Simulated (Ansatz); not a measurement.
# Rb2Ni3S4: properties at the relaxed cell

An exercise on one series of results from a longer session: the logs are not shown, and one member is left open.

Program: Ansatz 0.2.0. Level of theory: DFT PBEsol, scalar-relativistic, plane waves, PAW. These are calculated values, not measurements.

### The system as given

The structure is orthorhombic, space group Fmmm (No. 69). The conventional cell has a = 5.810 Å, b = 9.853 Å, c = 13.609 Å, α = 90.00°, β = 90.00°, γ = 90.00°. Rb (site symmetry mm2) has 8 S at 3.36 to 3.62 Å and 6 Ni at 3.59 to 3.62 Å and 2 Rb at 3.82 Å in its first shell of neighbours. Ni (site symmetry mmm) is surrounded by 4 S at 2.18 Å. Around Ni (site symmetry 2/m) lie 4 S at 2.19 Å. S (site symmetry m) has 3 Ni at 2.18 to 2.19 Å in its first shell of neighbours.

Structure file:

```
Rb Ni S
1.0
     0.00000    4.92639    6.80468
     2.90479    0.00000    6.80468
     2.90479    4.92639    0.00000
Rb Ni S
2 3 4
Direct
  0.65905 0.65905 0.34095
  0.34095 0.34095 0.65905
  0.00000 0.00000 0.00000
  0.00000 0.00000 0.50000
  0.50000 0.50000 0.00000
  0.06333 0.72793 0.27207
  0.27207 0.93667 0.06333
  0.72793 0.06333 0.93667
  0.93667 0.27207 0.72793
```

It goes back to an entry of the Materials Project, which need not be the stable form.

This cell was relaxed beforehand with the same method: volume 21.64 Å³/atom, gap on the mesh 0.78 eV.

The first run:

input.yaml

```yaml
crystal:
  lattice:
    - [0.0, 4.8766230392, 6.7359412538]
    - [2.8754479877, 0.0, 6.7359412538]
    - [2.8754479877, 4.8766230392, 0.0]
  atoms:
    - { symbol: Rb, position: [0.6590506423, 0.6590506423, 0.3409493577] }
    - { symbol: Rb, position: [0.3409493577, 0.3409493577, 0.6590506423] }
    - { symbol: Ni, position: [0.0, 0.0, 0.0] }
    - { symbol: Ni, position: [0.0, 0.0, 0.5] }
    - { symbol: Ni, position: [0.5, 0.5, 0.0] }
    - { symbol: S, position: [0.0633345274, 0.7279333622, 0.2720666378] }
    - { symbol: S, position: [0.2720666378, 0.9366654726, 0.0633345274] }
    - { symbol: S, position: [0.7279333622, 0.0633345274, 0.9366654726] }
    - { symbol: S, position: [0.9366654726, 0.2720666378, 0.7279333622] }
basis:
  ecutwfc: 420
kpoints:
  mp_grid: { grid: [6, 6, 6] }
hamiltonian:
  xc: pbesol
scf:
  occupations: { method: gaussian, width: 0.02 }
output:
  forces: true
  stress: true
  eigenvalues: true
relax:
  adjacent_minimum: "off"
  f_tol: 0.01
  max_steps: 30
  cell: { stress_tol: 0.1, fix: [volume] }
```

Launch:

```sh
$ ansatz run input.yaml --threads 2 --pin off --max-ram 5120MiB --backend cpu --events-out ev --progress --plain --runs-dir out
```

Among the steps run: Volume × 0.97; Point at V/V0 = 1.03; Point at V/V0 = 0.94; The cell scaled to 1.06 of its volume; Volume × 0.91; The cell scaled to 1.10 of its volume; Volume × 0.88.

One of the session's tables, all rows but one given; the rest of the session is left out.

It belongs to the step «Fit of the equation of state». 

| volume (Å³/atom) | energy above the lowest point (meV/atom) | pressure (GPa) | gap on the mesh (eV) |
| --- | --- | --- | --- |
| 19.042 | 30.9 | 4.57 | 0.75 |
| 19.692 | 15.8 | 3.02 | 0.76 |
| 20.341 | ? | ? | ? |
| 20.990 | 1.4 | 0.78 | 0.77 |
| 21.639 | 0.0 | 0.00 | 0.78 |
| 22.288 | 1.1 | -0.51 | 0.78 |
| 22.937 | 3.8 | -0.80 | 0.78 |
| 23.803 | 8.4 | -0.88 | 0.78 |

Estimate the missing values for volume (Å³/atom) = 20.341.

Worked estimate for «energy above the lowest point (meV/atom)». A straight line through the neighbours (19.692, 15.8) and (20.990, 1.4) gives 15.8 + (1.4 − 15.8) × (20.341 − 19.692) / (20.990 − 19.692) = 8.6; a parabola fitted to 4 rows on both sides gives 6.3.

As computed: energy above the lowest point (meV/atom): 6.3; pressure (GPa): 1.77; gap on the mesh (eV): 0.76. In «energy above the lowest point (meV/atom)» the line misses by +2.3 and the parabola by 0.0.
